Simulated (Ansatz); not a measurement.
**SiGeP (sextet): from Hartree-Fock to the top rungs, cc-pVDZ**

The task here is to estimate one member of a computed series from the others.

Program: Ansatz 0.2.0, Gaussian basis. Level of theory: cc-pVDZ, core rule «outside noble gas», up to 24 orbitals frozen. These are calculated values, not measurements.

The runs, in order: UHF; CCSD(T) on UHF; BCCD(T) on ROHF; CISD; CCSDT(Q) on ROHF; CCSDT(Q) on UHF; CASSCF and MRCISD+Q, 11 electrons in 11 orbitals; CASSCF and MRCISD+Q(relaxed), 11 electrons in 11 orbitals; CASSCF and NEVPT2, 11 electrons in 11 orbitals.

43 further runs of the same task are left out: 35 that didn't finish, 8 set aside as unsound or not needed.

### The geometry

The geometry is a PBE0/def2-TZVP stationary point (not a proven minimum) of the parent state, kept for this charge and spin. No spin-orbit coupling is included. The filled d shell of Ge may be among the frozen orbitals whatever the setting's name suggests; the logs give the count.

3 atoms, charge 0, spin multiplicity 6.

Atoms are counted from 1 here; the program's logs count them from 0.

Bond lengths: P1–Ge2 2.445 Å, P1–Si3 2.246 Å, Ge2–Si3 2.249 Å. Angles: Ge2–P1–Si3 57.1°, P1–Ge2–Si3 57.0°, P1–Si3–Ge2 65.9°.

The first run:

File in.yaml:

```yaml
crystal:
  periodic: [false, false, false]
  atoms:
    - {symbol: P, position_ang: [0.000000, 0.880970, 1.404938]}
    - {symbol: Ge, position_ang: [0.000000, 0.123028, -0.920077]}
    - {symbol: Si, position_ang: [0.000000, -1.289765, 0.830256]}
basis:
  gaussian: {orbitals: cc-pVDZ}
magnetization: {spin_polarized: true, initial_magnetization: 5}
hamiltonian: {xc: hf}
output: {orbitals: {seedname: orbitals}}
```

Launch:

```
> ansatz run in.yaml --threads 1 --pin off --events-out ev --progress --plain --max-ram 2393MiB
```

Steps of the session up to this table: UHF; CCSD(T) on UHF; BCCD(T) on ROHF; CISD; CCSDT(Q) on ROHF; CCSDT(Q) on UHF; CASSCF and MRCISD+Q, 11 electrons in 11 orbitals; CASSCF and MRCISD+Q(relaxed), 11 electrons in 11 orbitals; CASSCF and NEVPT2, 11 electrons in 11 orbitals.

One of the session's tables, all rows but one given; the rest of the session is left out.

| method | from UCCSDT(Q) (kJ/mol) |
| --- | --- |
| UHF | +676.6 |
| UMP2 | +133.4 |
| UCCSD | +37.7 |
| UCCSD(T) | ? |
| BCCD(T) | +7.9 |
| UCCSDT | +2.9 |
| UCCSDT(Q) | 0 |
| CASSCF valence | +550.7 |
| NEVPT2 valence | +111.9 |
| MRCISD valence | +66.2 |
| MRCISD+Q valence | +7.9 |
| MRCISD+Q(relaxed) valence | +4.6 |

Estimate the missing values for UCCSD(T).

The run gave: from UCCSDT(Q) (kJ/mol): +7.3. In the column «from UCCSDT(Q) (kJ/mol)» it lies between MRCISD+Q(relaxed) valence (+4.6) and BCCD(T) (+7.9).

Not comparable, so not listed: CISD; CCSDT(Q) on ROHF (they don't share determinant, frozen orbitals or solution with the rows shown, or repeat one).
